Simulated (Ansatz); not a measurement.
# Al2Cu: the cost of one run

Method: DFT PBEsol, scalar-relativistic, plane waves, PAW, in Ansatz 0.2.0.

2 further runs of the same task are left out: 2 set aside as unsound or not needed. Runs told in other sessions of the task aren't counted.

## 1. The system as given

Symmetry: I4/mcm, No. 140, tetragonal system. The conventional cell has a = 5.993 Å, b = 5.993 Å, c = 4.828 Å, α = 90.00°, β = 90.00°, γ = 90.00°. Around Al (site symmetry m2m) lie 4 Cu at 2.56 Å and 3 Al at 2.70 to 2.86 Å. Cu (site symmetry 422) has 2 Cu at 2.41 Å and 8 Al at 2.56 Å in its first shell of neighbours.

Structure file:

```xyz
6
Lattice="-2.9966 2.9966 2.4139 2.9966 -2.9966 2.4139 2.9966 2.9966 -2.4139" Properties=species:S:1:pos:R:3 pbc="T T T"
Al    3.9514    0.9548    0.0000
Al    2.0417    0.9548    2.4139
Al   -0.9548    2.0417    2.4139
Al    0.9548    2.0417    0.0000
Cu    0.0000    0.0000    3.6209
Cu    0.0000    0.0000    1.2070
```

This cell was relaxed beforehand with the same method: volume 14.45 Å³/atom, gap on the mesh none (metal).

## 2. Zero of energy

The reference gives a free energy of -15276.7954 eV, pressure 0.05 GPa, largest force 0.013 eV/Å and gap on the mesh none (metal). It was computed beforehand with the settings of the runs below.

## 3. Next: a strain scan

The cell is strained by ε times the Voigt pattern (0, 1, 0, 0, 0, 0) (xx, yy, zz, yz, xz, xy; engineering shear), with fractional coordinates fixed (clamped ions). The stress on the pattern is the sum of the stress components weighted by it, tension positive.

## 4. Point ε = -0.0400

The input, input.yaml:

```yaml
crystal:
  lattice:
    - [-2.9965506908, 2.8766886632, 2.4139243088]
    - [2.9965506908, -2.8766886632, 2.4139243088]
    - [2.9965506908, 2.8766886632, -2.4139243088]
  atoms:
    - { symbol: Al, position: [0.1593199577, 0.6593199577, 0.8186399154] }
    - { symbol: Al, position: [0.6593199577, 0.8406800423, 0.5] }
    - { symbol: Al, position: [0.8406800423, 0.3406800423, 0.1813600846] }
    - { symbol: Al, position: [0.3406800423, 0.1593199577, 0.5] }
    - { symbol: Cu, position: [0.75, 0.75, 0.0] }
    - { symbol: Cu, position: [0.25, 0.25, 0.0] }
basis:
  ecutwfc: 420
kpoints:
  mp_grid: { grid: [12, 12, 12] }
hamiltonian:
  xc: pbesol
scf:
  occupations: { method: gaussian, width: 0.15 }
output:
  forces: true
  stress: true
  eigenvalues: true
```

Launch:

```console
> ansatz run input.yaml --threads 1 --pin off --max-ram 2560MiB --backend cpu --events-out ev --progress --plain --runs-dir out
```

What time and memory should one allow on 1 thread of Intel Xeon Platinum 8259CL at 2.50GHz (Skylake/Cascade Lake), shared host?

About 57 s, with a peak of 0.79 GiB.
